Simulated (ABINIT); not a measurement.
# GaGe (F-43m) in ABINIT: equation of state

Aim: energy against volume of GaGe in PBE, for its equilibrium volume and stiffness.

All numbers are computed with ABINIT 10.8.3 (patched build); they aren't measurements. Logs are shortened: lines on timing, memory, paths and dates and some standing lists are left out, and cuts for length are marked. The log counts tension as positive stress, the text compression.

### 1 The structure

It takes space group F-43m (No. 216, cubic). Conventional cell: a = 5.796 Å, b = 5.796 Å, c = 5.796 Å, α = 90.00°, β = 90.00°, γ = 90.00°. Ge (site symmetry -43m) is surrounded by 4 Ga at 2.51 Å. Ga (site symmetry -43m) is surrounded by 4 Ge at 2.51 Å.

The cell comes from a database or a generator and needn't be the stable form of this composition.

### 2 Equation of state, PBE

run.abi

```
# Datasets: one volume each
ndtset 7
getwfk -1
scalecart1 3*0.9795861087
scalecart2 3*0.9864848297
scalecart3 3*0.9932883884
scalecart4 3*1.0000000000
scalecart5 3*1.0066227096
scalecart6 3*1.0131594038
scalecart7 3*1.0196128224

# Pseudopotentials
pp_dirpath "./"
pseudos "Ge.GGA_PBE-JTH.xml, Ga.GGA_PBE-JTH.xml"

# Structure
acell 3*1.0 Angstrom
rprim
     0.0000000000     2.8978440000     2.8978440000
     2.8978440000     0.0000000000     2.8978440000
     2.8978440000     2.8978440000     0.0000000000
ntypat 2
znucl 32 31
natom 2
typat 1 2
xred
     0.0000000000     0.0000000000     0.0000000000
     0.2500000000     0.2500000000     0.2500000000

# Plane-wave basis
ecut 598.650497 eV
pawecutdg 44.0
pawxcdev 0

# k points
kptopt 1
ngkpt 8 8 8
nshiftk 1
shiftk 0.0 0.0 0.0

# Exchange and correlation
ixc 11

# Bands and occupations
nband 18
occopt 3
tsmear 0.05 eV

# SCF cycle
nstep 100
tolvrs 1.0e-9

# Output
iomode 3
prtwf 1
prtden 0
prteig 0
prtebands 0
enunit 1
```

Potentials or basis: JTH PAW PBE v2.0.

The run is started by

```bash
> abinit run.abi > log 2>&1
```

run.abo:

```text
.Version 10.8.3 of ABINIT
 DATASET    1 : space group F-4 3 m (#216); Bravais cF (face-center cubic)
================================================================================
 Values of the parameters that define the memory need for DATASET  1.
     intxc =       0    ionmov =       0      iscf =      17    lmnmax =      18
     lnmax =       6     mgfft =      36  mpssoang =       3    mqgrid =    3001
     natom =       2  nloc_mem =       2    nspden =       1   nspinor =       1
    nsppol =       1      nsym =      24    n1xccc =       1    ntypat =       2
    occopt =       3   xclevel =       2
       mpw =        1540          nfft =       46656          nkpt =          29
 PAW method is used; the additional fine FFT grid is defined by:
   mgfftf=        48    nfftf =    110592
================================================================================
================================================================================
[... 71 lines left out ...]
 DATASET    7 : space group F-4 3 m (#216); Bravais cF (face-center cubic)
================================================================================
 Values of the parameters that define the memory need for DATASET  7.
     intxc =       0    ionmov =       0      iscf =      17    lmnmax =      18
     lnmax =       6     mgfft =      36  mpssoang =       3    mqgrid =    3001
     natom =       2  nloc_mem =       2    nspden =       1   nspinor =       1
    nsppol =       1      nsym =      24    n1xccc =       1    ntypat =       2
    occopt =       3   xclevel =       2
       mpw =        1732          nfft =       46656          nkpt =          29
 PAW method is used; the additional fine FFT grid is defined by:
   mgfftf=        48    nfftf =    110592
================================================================================
================================================================================

--------------------------------------------------------------------------------
------------- Echo of variables that govern the present computation ------------
--------------------------------------------------------------------------------
 -outvars: echo values of preprocessed input variables --------
            acell      1.8897261259E+00  1.8897261259E+00  1.8897261259E+00 Bohr
              amu      7.26100000E+01  6.97230000E+01
             ecut      2.20000000E+01 Hartree
           enunit           1
           getwfk          -1
              ixc          11
           jdtset        1    2    3    4    5    6    7
         kptrlatt        8    0    0      0    8    0      0    0    8
          kptrlen1     6.06906058E+01
          kptrlen2     6.11180185E+01
          kptrlen3     6.15395354E+01
          kptrlen4     6.19553557E+01
          kptrlen5     6.23656680E+01
          kptrlen6     6.27706512E+01
          kptrlen7     6.31704751E+01
            natom           2
            nband          18
           ndtset           7
            ngfft          36      36      36
          ngfftdg          48      48      48
             nkpt          29
            nstep         100
             nsym          24
           ntypat           2
           occopt           3
        pawecutdg      4.40000000E+01 Hartree
         pawxcdev           0
           prtden           0
        prtebands           0
           prteig           0
            rprim1     0.0000000000E+00  2.8386877276E+00  2.8386877276E+00
                       2.8386877276E+00  0.0000000000E+00  2.8386877276E+00
                       2.8386877276E+00  2.8386877276E+00  0.0000000000E+00
            rprim2     0.0000000000E+00  2.8586791448E+00  2.8586791448E+00
                       2.8586791448E+00  0.0000000000E+00  2.8586791448E+00
                       2.8586791448E+00  2.8586791448E+00  0.0000000000E+00
            rprim3     0.0000000000E+00  2.8783947966E+00  2.8783947966E+00
                       2.8783947966E+00  0.0000000000E+00  2.8783947966E+00
                       2.8783947966E+00  2.8783947966E+00  0.0000000000E+00
            rprim4     0.0000000000E+00  2.8978440000E+00  2.8978440000E+00
                       2.8978440000E+00  0.0000000000E+00  2.8978440000E+00
                       2.8978440000E+00  2.8978440000E+00  0.0000000000E+00
            rprim5     0.0000000000E+00  2.9170355793E+00  2.9170355793E+00
                       2.9170355793E+00  0.0000000000E+00  2.9170355793E+00
                       2.9170355793E+00  2.9170355793E+00  0.0000000000E+00
            rprim6     0.0000000000E+00  2.9359778993E+00  2.9359778993E+00
                       2.9359778993E+00  0.0000000000E+00  2.9359778993E+00
                       2.9359778993E+00  2.9359778993E+00  0.0000000000E+00
            rprim7     0.0000000000E+00  2.9546788997E+00  2.9546788997E+00
                       2.9546788997E+00  0.0000000000E+00  2.9546788997E+00
                       2.9546788997E+00  2.9546788997E+00  0.0000000000E+00
          spgroup         216
           tolvrs      1.00000000E-09
           tsmear      1.83746611E-03 Hartree
            typat      1  2
           useylm           1
           xangst1     0.0000000000E+00  0.0000000000E+00  0.0000000000E+00
                       1.4193438638E+00  1.4193438638E+00  1.4193438638E+00
           xangst2     0.0000000000E+00  0.0000000000E+00  0.0000000000E+00
                       1.4293395724E+00  1.4293395724E+00  1.4293395724E+00
           xangst3     0.0000000000E+00  0.0000000000E+00  0.0000000000E+00
                       1.4391973983E+00  1.4391973983E+00  1.4391973983E+00
           xangst4     0.0000000000E+00  0.0000000000E+00  0.0000000000E+00
                       1.4489220000E+00  1.4489220000E+00  1.4489220000E+00
           xangst5     0.0000000000E+00  0.0000000000E+00  0.0000000000E+00
                       1.4585177896E+00  1.4585177896E+00  1.4585177896E+00
           xangst6     0.0000000000E+00  0.0000000000E+00  0.0000000000E+00
                       1.4679889497E+00  1.4679889497E+00  1.4679889497E+00
           xangst7     0.0000000000E+00  0.0000000000E+00  0.0000000000E+00
                       1.4773394499E+00  1.4773394499E+00  1.4773394499E+00
            xcart1     0.0000000000E+00  0.0000000000E+00  0.0000000000E+00
                       2.6821711811E+00  2.6821711811E+00  2.6821711811E+00
            xcart2     0.0000000000E+00  0.0000000000E+00  0.0000000000E+00
                       2.7010603328E+00  2.7010603328E+00  2.7010603328E+00
            xcart3     0.0000000000E+00  0.0000000000E+00  0.0000000000E+00
                       2.7196889239E+00  2.7196889239E+00  2.7196889239E+00
            xcart4     0.0000000000E+00  0.0000000000E+00  0.0000000000E+00
                       2.7380657578E+00  2.7380657578E+00  2.7380657578E+00
            xcart5     0.0000000000E+00  0.0000000000E+00  0.0000000000E+00
                       2.7561991722E+00  2.7561991722E+00  2.7561991722E+00
            xcart6     0.0000000000E+00  0.0000000000E+00  0.0000000000E+00
                       2.7740970707E+00  2.7740970707E+00  2.7740970707E+00
            xcart7     0.0000000000E+00  0.0000000000E+00  0.0000000000E+00
                       2.7917669552E+00  2.7917669552E+00  2.7917669552E+00
             xred      0.0000000000E+00  0.0000000000E+00  0.0000000000E+00
                       2.5000000000E-01  2.5000000000E-01  2.5000000000E-01
            znucl       32.00000   31.00000

================================================================================

 chkinp: Checking input parameters for consistency, jdtset=   1.

 chkinp: Checking input parameters for consistency, jdtset=   2.
[... 35 lines left out ...]
 getcut: wavevector=  0.0000  0.0000  0.0000  ngfft=  36  36  36
         ecut(hartree)=     22.000   => boxcut(ratio)=   2.24747

 getcut : COMMENT -
  Note that boxcut > 2.2 ; recall that boxcut=Gcut(box)/Gcut(sphere) = 2
  is sufficient for exact treatment of convolution.
  Such a large boxcut is a waste : you could raise ecut
  e.g. ecut=   27.781250 Hartrees makes boxcut=2

 Fine grid specifications (used for densities):

 getcut: wavevector=  0.0000  0.0000  0.0000  ngfft=  48  48  48
         ecut(hartree)=     44.000   => boxcut(ratio)=   2.11894

--- Pseudopotential description ------------------------------------------------
- pspini: atom type   1  psp file is ./Ge.GGA_PBE-JTH.xml
 Pseudopotential format is: paw10
 basis_size (lnmax)=  6 (lmn_size= 18), orbitals=   0   0   1   1   2   2
 Spheres core radius: rc_sph= 2.30476891
 Shapefunction is SIN type: shapef(r)=[sin(pi*r/rshp)/(pi*r/rshp)]**2
 Radius for shape functions =  1.99988291
 Compensation charge density is not taken into account in XC energy/potential

- pspini: atom type   2  psp file is ./Ga.GGA_PBE-JTH.xml
 Pseudopotential format is: paw10
 basis_size (lnmax)=  6 (lmn_size= 18), orbitals=   0   0   1   1   2   2
 Spheres core radius: rc_sph= 2.10359248
 Shapefunction is BESSEL type: shapef(r,l)=aa(1,l)*jl(q(1,l)*r)+aa(2,l)*jl(q(2,l)*r)
 Radius for shape functions =  1.80829011
 Compensation charge density is not taken into account in XC energy/potential

   1.18479148E+03                                ecore*ucvol(ha*bohr**3)
--------------------------------------------------------------------------------

[... 173 lines left out ...]
 getcut: wavevector=  0.0000  0.0000  0.0000  ngfft=  36  36  36
         ecut(hartree)=     22.000   => boxcut(ratio)=   2.23176

 getcut : COMMENT -
  Note that boxcut > 2.2 ; recall that boxcut=Gcut(box)/Gcut(sphere) = 2
  is sufficient for exact treatment of convolution.
  Such a large boxcut is a waste : you could raise ecut
  e.g. ecut=   27.394047 Hartrees makes boxcut=2

 Fine grid specifications (used for densities):

 getcut: wavevector=  0.0000  0.0000  0.0000  ngfft=  48  48  48
         ecut(hartree)=     44.000   => boxcut(ratio)=   2.10412
--------------------------------------------------------------------------------
[... 175 lines left out ...]
 getcut: wavevector=  0.0000  0.0000  0.0000  ngfft=  36  36  36
         ecut(hartree)=     22.000   => boxcut(ratio)=   2.21647

 getcut : COMMENT -
  Note that boxcut > 2.2 ; recall that boxcut=Gcut(box)/Gcut(sphere) = 2
  is sufficient for exact treatment of convolution.
  Such a large boxcut is a waste : you could raise ecut
  e.g. ecut=   27.020060 Hartrees makes boxcut=2

 Fine grid specifications (used for densities):

 getcut: wavevector=  0.0000  0.0000  0.0000  ngfft=  48  48  48
         ecut(hartree)=     44.000   => boxcut(ratio)=   2.08971
--------------------------------------------------------------------------------
[... 175 lines left out ...]
 getcut: wavevector=  0.0000  0.0000  0.0000  ngfft=  36  36  36
         ecut(hartree)=     22.000   => boxcut(ratio)=   2.20159

 getcut : COMMENT -
  Note that boxcut > 2.2 ; recall that boxcut=Gcut(box)/Gcut(sphere) = 2
  is sufficient for exact treatment of convolution.
  Such a large boxcut is a waste : you could raise ecut
  e.g. ecut=   26.658581 Hartrees makes boxcut=2

 Fine grid specifications (used for densities):

 getcut: wavevector=  0.0000  0.0000  0.0000  ngfft=  48  48  48
         ecut(hartree)=     44.000   => boxcut(ratio)=   2.07568
--------------------------------------------------------------------------------
[... 693 lines left out ...]
-Cartesian components of stress tensor (GPa)         [Pressure= -2.5081E+00 GPa]
- sigma(1 1)=  2.50810986E+00  sigma(3 2)=  0.00000000E+00
- sigma(2 2)=  2.50810986E+00  sigma(3 1)=  0.00000000E+00
- sigma(3 3)=  2.50810986E+00  sigma(2 1)=  0.00000000E+00

== END DATASET(S) ==============================================================
================================================================================

 -outvars: echo values of variables after computation  --------
            acell      1.8897261259E+00  1.8897261259E+00  1.8897261259E+00 Bohr
           etotal1    -1.7464396276E+02
           etotal2    -1.7464468074E+02
           etotal3    -1.7464511518E+02
           etotal4    -1.7464530305E+02
           etotal5    -1.7464526326E+02
           etotal6    -1.7464502778E+02
           etotal7    -1.7464461431E+02
            fcart1     1.5686016578E-30  1.5686016578E-30 -4.7058049735E-30
                      -1.5686016578E-30 -1.5686016578E-30  4.7058049735E-30
            fcart2    -0.0000000000E+00 -0.0000000000E+00 -0.0000000000E+00
                      -0.0000000000E+00 -0.0000000000E+00 -0.0000000000E+00
            fcart3    -0.0000000000E+00 -0.0000000000E+00 -0.0000000000E+00
                      -0.0000000000E+00 -0.0000000000E+00 -0.0000000000E+00
            fcart4    -9.6036274631E-32 -9.6036274631E-32  2.8810882389E-31
                       9.6036274631E-32  9.6036274631E-32 -2.8810882389E-31
            fcart5    -0.0000000000E+00 -0.0000000000E+00 -0.0000000000E+00
                      -0.0000000000E+00 -0.0000000000E+00 -0.0000000000E+00
[... 38 lines left out ...]
                       0.0000000000E+00  0.0000000000E+00  0.0000000000E+00
           xangst1     0.0000000000E+00  0.0000000000E+00  0.0000000000E+00
                       1.4193438638E+00  1.4193438638E+00  1.4193438638E+00
           xangst2     0.0000000000E+00  0.0000000000E+00  0.0000000000E+00
                       1.4293395724E+00  1.4293395724E+00  1.4293395724E+00
           xangst3     0.0000000000E+00  0.0000000000E+00  0.0000000000E+00
                       1.4391973983E+00  1.4391973983E+00  1.4391973983E+00
           xangst4     0.0000000000E+00  0.0000000000E+00  0.0000000000E+00
                       1.4489220000E+00  1.4489220000E+00  1.4489220000E+00
           xangst5     0.0000000000E+00  0.0000000000E+00  0.0000000000E+00
                       1.4585177896E+00  1.4585177896E+00  1.4585177896E+00
           xangst6     0.0000000000E+00  0.0000000000E+00  0.0000000000E+00
                       1.4679889497E+00  1.4679889497E+00  1.4679889497E+00
           xangst7     0.0000000000E+00  0.0000000000E+00  0.0000000000E+00
                       1.4773394499E+00  1.4773394499E+00  1.4773394499E+00
             xred      0.0000000000E+00  0.0000000000E+00  0.0000000000E+00
                       2.5000000000E-01  2.5000000000E-01  2.5000000000E-01
 Calculation completed.
```

Wall time 3.7 min (1 thread of Arm Neoverse V1, shared host); peak memory 0.17 GiB.

Results:

* Equilibrium volume: 24.49 Å³/atom
* Bulk modulus: 48 GPa
* Pressure derivative of the bulk modulus: 4.8

Energy against volume, from the lowest point:
```csv
volume (Å³/atom),energy (meV/atom)
22.875,18.24
23.361,8.47
23.848,2.56
24.335,0.00
24.821,0.54
25.308,3.75
25.795,9.37
```

Caveat: pressures at fixed basis lie under the slope of the energies.
